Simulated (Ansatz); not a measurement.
# Ti2Co: the cost of one run

Computed with Ansatz 0.2.0 (DFT LDA, scalar-relativistic, plane waves, PAW, unless a step's input says otherwise).

4 further runs of the same task are left out: 4 set aside as unsound or not needed. Runs told in other sessions of the task aren't counted.

## (1) Starting point

Symmetry: Fd-3m, No. 227, cubic system. Conventional cell: a = 6.869 Å, b = 6.869 Å, c = 6.869 Å, α = 90.00°, β = 90.00°, γ = 90.00°. Ti (site symmetry -3m) is surrounded by 6 Ti at 2.43 Å and 6 Co at 2.85 Å. Co (site symmetry -43m) is surrounded by 12 Ti at 2.85 Å and 4 Co at 2.97 Å.

As a file:

```
Ti Co
1.0
     0.00000    3.43425    3.43425
     3.43425    0.00000    3.43425
     3.43425    3.43425    0.00000
Ti Co
4 2
Direct
  0.12500 0.12500 0.12500
  0.62500 0.12500 0.12500
  0.12500 0.12500 0.62500
  0.12500 0.62500 0.12500
  0.50000 0.50000 0.50000
  0.75000 0.75000 0.75000
```

This cell was relaxed beforehand with the same method: volume 13.50 Å³/atom, gap on the mesh none (metal), site moments up to 0.5 μB.

## (2) The cell at 0.98 of its volume

input.yaml reads:

```yaml
crystal:
  lattice:
    - [0.0, 3.4112052002, 3.4112052002]
    - [3.4112052002, 0.0, 3.4112052002]
    - [3.4112052002, 3.4112052002, 0.0]
  atoms:
    - { symbol: Ti, position: [0.125, 0.125, 0.125] }
    - { symbol: Ti, position: [0.625, 0.125, 0.125] }
    - { symbol: Ti, position: [0.125, 0.125, 0.625] }
    - { symbol: Ti, position: [0.125, 0.625, 0.125] }
    - { symbol: Co, position: [0.5, 0.5, 0.5], spin: 0.58 }
    - { symbol: Co, position: [0.75, 0.75, 0.75], spin: 0.58 }
basis:
  ecutwfc: 420
kpoints:
  mp_grid: { grid: [10, 10, 10] }
hamiltonian:
  xc: lda
scf:
  occupations: { method: gaussian, width: 0.2 }
output:
  forces: true
  stress: true
  eigenvalues: true
  populations: true
magnetization:
  spin_polarized: true
```

Launch:

```console
$ ansatz run input.yaml --threads 2 --pin off --max-ram 6144MiB --backend cpu --events-out ev --progress --plain --runs-dir out
```

Q: Estimate wall time and peak memory on 2 threads of Oxide Virtual Turin-like (Zen 5), shared host.

About 22 s, with a peak of 0.64 GiB.
